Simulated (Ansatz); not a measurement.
# HfC+ (quartet): the correlation ladder, def2-SVP

Aim: climb from Hartree-Fock through coupled cluster for HfC+ (quartet) at one geometry and basis, and see what each rung misses.

Program: Ansatz 0.2.0, Gaussian basis. Level of theory: def2-SVP, core rule «outside noble gas», up to 5 orbitals frozen. These are calculated values, not measurements.

The runs, in order: UHF; CCSD(T) on ROHF; CCSD(T) on UHF; CISD; CCSDT(Q) on ROHF; CCSDT(Q) on UHF; CCSDTQ on ROHF.

13 further runs of the same task are left out: 9 for a known fault of the program, 1 that didn't finish, 3 set aside as unsound or not needed.

### 1 The geometry

The geometry is a PBE0/def2-TZVP stationary point (not a proven minimum) of the parent state, kept for this charge and spin. No spin-orbit coupling is included. Elements past krypton take def2 core potentials.

2 atoms, charge 1, spin multiplicity 4.

Atoms are counted from 1 here; the program's logs count them from 0.

Bond lengths: Hf1–C2 2.091 Å.

Geometry (Å):

```xyz
2
charge 1, multiplicity 4
Hf    0.00000    0.00000    0.00000
C     0.00000    0.00000    2.09060
```

### 2 UHF

in.yaml reads:

```yaml
crystal:
  periodic: [false, false, false]
  atoms:
    - {symbol: Hf, position_ang: [0.000000, 0.000000, 0.000000]}
    - {symbol: C, position_ang: [0.000000, 0.000000, 2.090600]}
basis:
  gaussian: {orbitals: def2-SVP}
total_charge: 1
magnetization: {spin_polarized: true, initial_magnetization: 3}
hamiltonian: {xc: hf}
output: {orbitals: {seedname: orbitals}}
```

Started as:

```sh
$ ansatz run in.yaml --threads 1 --pin off --events-out ev --progress --plain --max-ram 2816MiB --backend cpu
```

The runs that follow: CCSD(T) on ROHF; CCSD(T) on UHF; CISD; CCSDT(Q) on ROHF; CCSDT(Q) on UHF; CCSDTQ on ROHF.

Before running them: what should the planned runs give, taken together? Wanted: RCCSDTQ below the RHF energy; RMP2 from RCCSDTQ; UMP2 from RCCSDTQ; RCCSD from RCCSDTQ; RCCSD(T) from RCCSDTQ; UCCSD(T) from RCCSDTQ; RCCSDT(Q) from RCCSDTQ; UCCSDT(Q) from RCCSDTQ; T1 diagnostic.

**Answer**, as computed:

| quantity | value |
| --- | --- |
| RCCSDTQ below the RHF energy | -4.2375 eV |
| RMP2 from RCCSDTQ | +1093.3 meV |
| UMP2 from RCCSDTQ | +1362.9 meV |
| RCCSD from RCCSDTQ | +405.0 meV |
| RCCSD(T) from RCCSDTQ | +101.3 meV |
| UCCSD(T) from RCCSDTQ | +101.7 meV |
| RCCSDT(Q) from RCCSDTQ | +0.8 meV |
| UCCSDT(Q) from RCCSDTQ | -23.8 meV |
| levels within 1 kcal/mol (43 meV) | RCCSDT, UCCSDT, RCCSDT(Q), UCCSDT(Q) |
| T1 diagnostic | 0.079 |

In words: RCCSD(T) lands +101.3 meV from the yardstick (2.4 % of the correlation energy). Coupled cluster took another determinant than the lowest Hartree-Fock one. These misses are within one basis, not against nature; the frozen cores of restricted and unrestricted runs differ, which can shift their rows.
